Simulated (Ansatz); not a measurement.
Consider a ladder of basis sets of BrK (charge -1) (the Python package of Ansatz (0.2.0)).

`basis_brk.py`
```python
"""How the energy of BrK(-) converges with the basis."""

import ansatz as az
from ase import Atoms


def main() -> None:
    atoms = Atoms(["K", "Br"], positions=[
        [0.0, 0.0, 0.0],
        [0.0, 0.0, 3.16],
    ])
    brk = az.Crystal.molecule_from_ase(atoms)

    model = (
        brk.calculation()
        .functional("hf")
        .charge(-1)
        .spin("collinear", total=1)
    )

    energies = {}
    for basis in ["def2-SVP", "def2-SVPD", "def2-TZVP", "def2-TZVPP"]:
        r = model.basis(gaussian=basis).run(threads=1).report
        size = r["n_frozen"] + r["n_occupied"][0] + r["n_virtual"][0]
        energies[basis] = (r["reference_energy_ev"] / 27.211386246, r["free_energy_ev"] / 27.211386246)
        print(f"{basis:14s} {size:4d} orbitals  reference {energies[basis][0]:14.6f} Ha  total {energies[basis][1]:14.6f} Ha")

    last = energies["def2-TZVPP"][1]
    for basis, (_, total) in energies.items():
        print(f"{basis:14s} lies {27.211386 * (total - last):9.4f} eV above def2-TZVPP")


if __name__ == "__main__":
    main()
```

How far does the total energy move along this ladder of basis sets?

Against def2-SVP: def2-SVPD -18.0 mHa, def2-TZVP -396.6 mHa and def2-TZVPP -396.6 mHa. The last step alone is +0.00 mHa (these two sets differ little on atoms other than hydrogen). From the first set to the last the time grows from 0.9 to 1.8 s.

The run itself:

Running `python basis_brk.py` prints:
```text
def2-SVP         56 orbitals  reference   -3171.279336 Ha  total   -3171.279336 Ha
def2-SVPD        68 orbitals  reference   -3171.297369 Ha  total   -3171.297369 Ha
def2-TZVP        81 orbitals  reference   -3171.675977 Ha  total   -3171.675977 Ha
def2-TZVPP       81 orbitals  reference   -3171.675977 Ha  total   -3171.675977 Ha
def2-SVP       lies   10.7932 eV above def2-TZVPP
def2-SVPD      lies   10.3024 eV above def2-TZVPP
def2-TZVP      lies    0.0000 eV above def2-TZVPP
def2-TZVPP     lies    0.0000 eV above def2-TZVPP
```

Notes:
- The drop along the ladder measures the basis error, and is no property of the molecule.
- The geometry is a force-field or estimated start, not a minimum of this method, and the last set is no limit. Much of the fall in a total is atomic energy, which cancels in bond and reaction energies.
- The run takes the species as open-shell (spin multiplicity 2), which needn't be its ground state.
- The spin state was assumed, and another may lie lower.
- The whole script took 8.1 s on 1 thread of Arm Neoverse V1, on a shared host, peak memory 0.22 GiB.
